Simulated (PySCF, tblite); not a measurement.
# C21H12Si21: electronic excitations, NMR shifts

Aim: compute the electronic excitations, NMR shifts of C21H12Si21.

Computed with tblite 0.8.0 and PySCF 2.14.0 and routines of our own; the level stands in each step. Atoms count from 0.

### Step 1. The system as given

54 atoms, charge 0, multiplicity 1; geometry from: force field, distance geometry or constructed start.

### Step 2. Geometry optimisation with GFN2-xTB

The job: settings as JSON, then the geometry in Å.

```
{"job": {"kind": "relax", "xc": "GFN2-xTB", "basis": "xTB"}, "charge": 0, "multiplicity": 1}
Si     1.286300     2.217700    -4.650100
C     -0.448200     2.526500    -4.655400
C     -2.403100     0.874200    -3.098000
Si    -2.563500     0.004400    -4.654700
C     -1.964200    -1.648600    -4.645100
C      0.441700    -2.524400    -3.101600
Si     1.281500    -2.217800    -4.651800
C      2.411700    -0.873800    -4.647000
Si     2.565500    -0.002100    -3.099400
C      1.960400     1.646600    -3.097400
Si     1.279300     2.218300    -1.551600
C     -0.447500     2.521900    -1.549500
Si    -1.284800     2.220200    -3.094000
C     -2.406100     0.875900    -0.002700
Si    -2.565000     0.005100    -1.549300
C     -1.965100    -1.646800    -1.543200
Si    -1.281000    -2.217600    -3.098100
C      0.443900    -2.527300    -0.001000
Si     1.280800    -2.217700    -1.547000
C      2.411100    -0.875600    -1.546800
Si     2.560500     0.003800     0.001500
C      1.962300     1.648900    -0.000200
Si     1.284800     2.224100     1.556100
C     -0.449200     2.519600     1.548000
Si    -1.280900     2.222100     0.000900
C     -2.414400     0.875600     3.101500
Si    -2.562100     0.002300     1.548800
C     -1.963800    -1.646800     1.550700
Si    -1.280800    -2.219100    -0.002000
C      0.446100    -2.523500     3.102400
Si     1.285000    -2.218900     1.548400
C      2.406400    -0.875200     1.549700
Si     2.561800     0.000100     3.097100
C      1.965300     1.646100     3.102700
Si     1.282600     2.221300     4.645200
C     -0.444500     2.526100     4.645600
Si    -1.282200     2.219600     3.094900
Si    -2.561900     0.002500     4.645900
C     -1.962100    -1.651300     4.648400
Si    -1.286200    -2.216100     3.100200
Si     1.281300    -2.221800     4.652300
C      2.414200    -0.882100     4.652200
H      2.100900     2.418300    -5.823000
H     -0.970600     2.875000    -5.536600
H     -3.145200     0.608200    -5.817000
H     -2.005600    -2.279000    -5.538200
H      1.047900    -3.023700    -5.820000
H      2.976600    -0.592300    -5.532500
H      2.097600     2.417700     5.819600
H     -0.971300     2.876200     5.536800
H     -3.142400     0.599200     5.822500
H     -1.997100    -2.279300     5.534500
H      1.045100    -3.024200     5.819500
H      2.973500    -0.596500     5.531800
```

Command:

```sh
$ OMP_NUM_THREADS=8 python large_run.py task.json out
```

One launch serves the whole session: the jobs run in the order shown.

The program printed:

```text
step      E/eV     max force
  0   -2347.03218    2.272
  1   -2348.22922    1.591
  2   -2349.60719    1.447
  3   -2351.25121    1.124
  4   -2351.58355    0.702
  5   -2351.69532    0.305
  6   -2351.74493    0.205
  7   -2351.76752    0.208
  8   -2351.80505    0.268
  9   -2351.83392    0.231
 10   -2351.85991    0.279
 11   -2351.88342    0.291
 12   -2351.90755    0.265
 13   -2351.92810    0.202
 14   -2351.94200    0.133
 15   -2351.94911    0.108
 16   -2351.95419    0.108
 17   -2351.96062    0.110
 18   -2351.96774    0.110
 19   -2351.97430    0.110
 20   -2351.97946    0.092
 21   -2351.98382    0.082
 22   -2351.98810    0.096
 23   -2351.99259    0.104
 24   -2351.99783    0.101
 25   -2352.00474    0.124
 26   -2352.01353    0.132
 27   -2352.02259    0.133
 28   -2352.02924    0.111
 29   -2352.03289    0.077
 30   -2352.03550    0.074
 31   -2352.03834    0.086
 32   -2352.04105    0.076
 33   -2352.04306    0.064
 34   -2352.04443    0.053
 35   -2352.04573    0.058
 36   -2352.04742    0.075
 37   -2352.04944    0.073
 38   -2352.05129    0.061
 39   -2352.05267    0.047
 40   -2352.05376    0.045
 41   -2352.05488    0.056
 42   -2352.05592    0.048
 43   -2352.05660    0.036
 44   -2352.05698    0.023
 45   -2352.05727    0.028
 46   -2352.05756    0.034
 47   -2352.05783    0.025
 48   -2352.05800    0.015
```

Run time: 8.8 s. Hardware: 8 threads of Arm Neoverse V1, shared host; peak memory 0.17 GiB.

Relaxation path:

```csv
step,energy from step 0 (eV),largest force (eV/Å)
0,0.0000,2.2719
1,-1.1970,1.5904
2,-2.5750,1.4472
3,-4.2190,1.1248
4,-4.5514,0.7019
5,-4.6631,0.3056
6,-4.7127,0.2043
7,-4.7353,0.2081
8,-4.7729,0.2687
11,-4.8512,0.2919
14,-4.9098,0.1327
17,-4.9284,0.1094
21,-4.9516,0.0815
24,-4.9656,0.1006
27,-4.9904,0.1332
30,-5.0033,0.0733
34,-5.0122,0.0533
37,-5.0173,0.0724
40,-5.0216,0.0449
44,-5.0248,0.0225
45,-5.0251,0.0275
46,-5.0254,0.0335
47,-5.0257,0.0242
48,-5.0258,0.0158
```

Close pairs (by a distance rule), those that changed most:

```csv
bond,before (Å),after (Å),change (Å)
Si20–C21,1.750,1.865,+0.115
C17–Si28,1.752,1.866,+0.114
C13–Si24,1.755,1.865,+0.111
C5–Si16,1.750,1.857,+0.108
C2–Si12,1.750,1.857,+0.107
Si32–C33,1.751,1.857,+0.107
Si30–C31,1.750,1.853,+0.103
Si8–C9,1.756,1.857,+0.101
```

The end geometry stands in the next job.

### Step 3. Electronic excitations: TDA CAM-B3LYP/6-31G*

The job: settings as JSON, then the geometry in Å.

```
{"job": {"kind": "uv", "basis": "6-31G*", "grid": 1, "kgrid": 0, "vcut": 1.5, "nstates": 6, "ntriplets": 2, "tda": true, "delta": [], "pop": true, "xc": "CAM-B3LYP"}, "charge": 0, "multiplicity": 1}
Si     1.357484     2.473756    -4.694914
C     -0.407244     2.795012    -4.710139
C     -2.648835     0.975590    -3.188762
Si    -2.821259    -0.060380    -4.694808
C     -2.217036    -1.749093    -4.710311
C      0.480357    -2.780715    -3.190126
Si     1.463572    -2.411256    -4.695725
C      2.624519    -1.044538    -4.710024
Si     2.629700     0.007479    -3.206878
C      2.169074     1.806658    -3.188857
Si     1.343380     2.298423    -1.588450
C     -0.475037     2.653386    -1.600527
Si    -1.320745     2.273915    -3.206385
C     -2.642846     0.964225     0.000093
Si    -2.662107     0.014746    -1.588508
C     -2.060196    -1.737460    -1.601356
Si    -1.308230    -2.279986    -3.207210
C      0.486986    -2.770550    -0.000380
Si     1.318899    -2.311720    -1.589284
C      2.535923    -0.914449    -1.600974
Si     2.634383     0.003669     0.000144
C      2.156211     1.806810     0.000002
Si     1.343605     2.298174     1.588860
C     -0.475095     2.653149     1.600747
Si    -1.320116     2.279573     0.000018
C     -2.649150     0.975212     3.189565
Si    -2.662008     0.014851     1.588868
C     -2.059734    -1.737301     1.601180
Si    -1.314152    -2.282476    -0.000157
C      0.480205    -2.781903     3.189719
Si     1.319049    -2.312401     1.588840
C      2.535666    -0.914489     1.601237
Si     2.629504     0.006880     3.207533
C      2.169170     1.806203     3.189579
Si     1.357350     2.473317     4.695415
C     -0.407229     2.795034     4.710258
Si    -1.320901     2.273529     3.206704
Si    -2.820680    -0.060797     4.695427
C     -2.217053    -1.749483     4.710161
Si    -1.308224    -2.280284     3.207139
Si     1.463908    -2.413141     4.695235
C      2.623985    -1.045658     4.710297
H      2.168301     2.751130    -5.898174
H     -0.925245     3.154534    -5.587311
H     -3.465939     0.503415    -5.897767
H     -2.269118    -2.377396    -5.587396
H      1.297101    -3.250731    -5.898018
H      3.194550    -0.775338    -5.586886
H      2.167588     2.749399     5.899016
H     -0.925218     3.154012     5.587633
H     -3.464965     0.502397     5.898148
H     -2.269105    -2.377908     5.586991
H      1.298645    -3.253323     5.897193
H      3.193589    -0.776131     5.587332
```

Level: TDA CAM-B3LYP/6-31G*, vertical, gas phase, core orbitals frozen in the response, virtual orbitals cut by energy.

The program printed:

```text
start: PBE on a coarse grid of 59834 points
cycle   1  E = -6881.1889545575  dE =  7.102e+00  |g| = 2.324e+00  |ddm| = 9.105e+00
cycle   2  E = -6875.0165478151  dE =  6.172e+00  |g| = 4.457e+00  |ddm| = 8.919e+00
cycle   3  E = -6882.6376445793  dE = -7.621e+00  |g| = 5.972e-01  |ddm| = 7.600e+00
cycle   4  E = -6882.6531532415  dE = -1.551e-02  |g| = 5.993e-01  |ddm| = 1.834e+00
cycle   5  E = -6882.7620132932  dE = -1.089e-01  |g| = 2.552e-01  |ddm| = 1.085e+00
cycle   6  E = -6882.7825390672  dE = -2.053e-02  |g| = 4.795e-02  |ddm| = 3.661e-01
cycle   7  E = -6882.7831942673  dE = -6.552e-04  |g| = 1.862e-02  |ddm| = 7.711e-02
cycle   8  E = -6882.7832530289  dE = -5.876e-05  |g| = 1.384e-02  |ddm| = 3.873e-02
cycle   9  E = -6882.7833111848  dE = -5.816e-05  |g| = 3.376e-03  |ddm| = 1.858e-02
final grid: 244435 points
cycle  10  E = -6885.6626796220  dE = -5.583e-02  |g| = 1.623e-01  |ddm| = 8.226e-01
cycle  11  E = -6885.6656110658  dE = -2.931e-03  |g| = 1.402e-01  |ddm| = 3.527e-01
cycle  12  E = -6885.6714514942  dE = -5.840e-03  |g| = 2.292e-02  |ddm| = 1.639e-01
cycle  13  E = -6885.6716796996  dE = -2.282e-04  |g| = 7.808e-03  |ddm| = 5.585e-02
cycle  14  E = -6885.6717020683  dE = -2.237e-05  |g| = 2.507e-03  |ddm| = 1.458e-02
cycle  15  E = -6885.6717080711  dE = -6.003e-06  |g| = 1.188e-03  |ddm| = 5.840e-03
cycle  16  E = -6885.6717084264  dE = -3.553e-07  |g| = 4.401e-04  |ddm| = 3.006e-03
cycle  17  E = -6885.6717077268  dE =  6.995e-07  |g| = 1.476e-04  |ddm| = 1.080e-03
cycle  18  E = -6885.6717090397  dE = -1.313e-06  |g| = 7.842e-05  |ddm| = 3.211e-04
converged SCF energy = -6885.6717090397

Static polarisability (au): isotropic 710.886, principal 608.160 608.267 916.232

Singlet excitations
state   eV       nm        f      main configurations
  1   3.1842    389.4   0.00000   H->L 0.67
  2   3.1846    389.3   0.00000   H->L+1 0.67
  3   3.2034    387.0   0.00000   H->L+4 0.48, H-2->L+5 0.20
  4   3.2658    379.6   0.00749   H-1->L 0.55
  5   3.2666    379.6   0.00755   H-1->L+1 0.55
  6   3.2997    375.7   0.00949   H->L+2 0.54, H-2->L 0.10

Triplet excitations (Tamm-Dancoff, eV): 2.7294 2.7299
```

Run time: 5.9 min. Hardware: 8 threads of Arm Neoverse V1, shared host; peak memory 6 GiB.

Frontier orbitals and where they lie:

```csv
orbital,eV,atoms
HOMO−4,-7.01,"C21 11 %, C4 9 %, C38 9 %"
HOMO−3,-7.01,"C17 13 %, C35 10 %, C1 10 %"
HOMO−2,-6.93,"C2 7 %, C33 7 %, C25 7 %"
HOMO−1,-6.58,"C17 14 %, C13 14 %, C21 14 %"
HOMO,-6.46,"C29 7 %, C33 7 %, C2 7 %"
LUMO,-1.01,"Si20 13 %, Si32 10 %, Si8 10 %"
LUMO+1,-1.01,"Si24 13 %, Si12 11 %, Si36 11 %"
LUMO+2,-0.84,"Si30 14 %, Si18 14 %, Si22 8 %"
LUMO+3,-0.83,"Si26 14 %, Si14 14 %, Si22 7 %"
```

With each of the 6 states as a Gaussian band of 0.4 eV half-width at 1/e, the curve within the window shown has maxima at 378 nm (ε 990) L/(mol cm). Beyond the last state computed it falls off for lack of states. The curve at chosen wavelengths:

(nm, ε (L/mol/cm)): (344, 523), (349, 632), (355, 755), (360, 844), (366, 926), (371, 970), (376, 990), (382, 983), (387, 954), (393, 896), (398, 833), (403, 761), (409, 670), (414, 593), (420, 503), (425, 433), (430, 368), (436, 300), (441, 250), (447, 199), (452, 163), (457, 132), (463, 102), (468, 82), (474, 63), (479, 50)

Leading natural transition orbitals of singlet state 6: the hole lies on 4 C atoms about 10 % each; C19, C31 about 7 % each; the particle on Si18, Si30 about 11 % each.

Leading natural transition orbitals of singlet state 1: the hole lies on 4 C atoms about 9 % each; C9, C33 about 7 % each; the particle on Si20 13 %; Si8, Si32 about 8 % each; Si16, Si28, Si39 about 6 % each.

Ground-state properties from the same run:

```csv
property,computed
dipole moment (D),0.00
polarisability (Å³),105.34
HOMO–LUMO gap (eV),5.44
−ε(HOMO) (eV),6.46
```

Orbitals, density, ELF and potential are computed afterwards from the orbital file.

Frontier orbitals at CAM-B3LYP/6-31G*, with the share of their density that lies nearest to each atom:

```csv
orbital,energy (eV),lies on
HOMO,-6.46,6 C atoms about 7 % each
LUMO,-1.01,"Si20 11 %; Si8, Si32 about 9 % each; Si16, Si28, Si39 about 6 % each"
```

ELF in a plane through or near 13 of the atoms.

Ten even steps from '0' (0.00) to '9' (1.00):
```
0000000000000000000000000000
0000000000000000000000000000
0000000000000000000000000000
0000000000000000000000000000
0000000022000220002200000000
0000000277202662026720000000
0000100388303773037830010000
0017842634626446264362487100
0038951657626666266561498300
0014607266171660716616164100
0000242311333113331132420000
0000178711686116861178710000
0004883744737558374473884000
0008996845878558785486998000
0005982544546556454452795000
0000100011101221011100000000
0000000000000000000000000000
0000000000000000000000000000
0000000000000000000000000000
0000000000000000000000000000
```
The map spans 17.0 Å across and 12.0 Å up, centred on the molecule. Atoms in the plane (x, y in Å): Si0 (-4.7, 0.3), C1 (-4.7, -1.4), C9 (-3.2, 1.3), Si10 (-1.6, 0.4), C11 (-1.6, -1.5), C21 (0.0, 1.3), Si22 (1.6, 0.4), C23 (1.6, -1.5), C33 (3.2, 1.3), Si34 (4.7, 0.3), C35 (4.7, -1.4), H43 (-5.6, -2.1), H49 (5.6, -2.1).

log10 of the density (e/Å³) in the same plane.

Values, 10 rows by 14 columns:
```
-4.0 -4.0 -4.0 -3.9 -3.4 -3.5 -3.5 -3.4 -3.6 -3.4 -3.6 -4.0 -4.0 -4.0
-4.0 -4.0 -4.0 -3.5 -3.0 -3.2 -3.1 -3.0 -3.2 -3.0 -3.2 -3.9 -4.0 -4.0
-4.0 -4.0 -3.3 -2.5 -1.7 -2.0 -2.0 -1.7 -2.2 -1.7 -2.0 -2.9 -3.8 -4.0
-4.0 -3.0 -2.0 -1.5 -0.3 -0.9 -0.9 -0.4 -1.3 -0.4 -0.9 -1.8 -2.4 -4.0
-4.0 -2.1 -0.7  0.0  0.2 -0.1 -0.1  0.1  0.4  0.1 -0.1 -0.4 -1.3 -3.3
-4.0 -2.6 -1.1  0.1 -0.9 -0.4 -0.4 -0.9  0.0 -0.9 -0.4 -0.4 -1.8 -3.7
-4.0 -2.6 -0.6  1.2 -0.5 -0.1 -0.1 -0.5  0.4 -0.5  0.1  0.2 -1.6 -4.0
-4.0 -2.9 -1.2 -1.0 -0.9 -0.9 -0.9 -0.9 -1.0 -0.9 -0.9 -0.9 -2.0 -4.0
-4.0 -4.0 -3.5 -2.8 -2.3 -2.5 -2.5 -2.3 -2.6 -2.4 -2.6 -3.1 -4.0 -4.0
-4.0 -4.0 -4.0 -4.0 -4.0 -4.0 -4.0 -4.0 -4.0 -4.0 -4.0 -4.0 -4.0 -4.0
```
The map spans 17.0 Å across and 12.0 Å up, centred on the molecule. Atoms in the plane (x, y in Å): Si0 (-4.7, 0.3), C1 (-4.7, -1.4), C9 (-3.2, 1.3), Si10 (-1.6, 0.4), C11 (-1.6, -1.5), C21 (0.0, 1.3), Si22 (1.6, 0.4), C23 (1.6, -1.5), C33 (3.2, 1.3), Si34 (4.7, 0.3), C35 (4.7, -1.4), H43 (-5.6, -2.1), H49 (5.6, -2.1).

On the surface of density 0.002 e/bohr³ the electrostatic potential runs, from the 1st to the 99th percentile, from -1.15 V near C17 to 1.39 V near Si39.

(Part 1 of 2 ends here.)
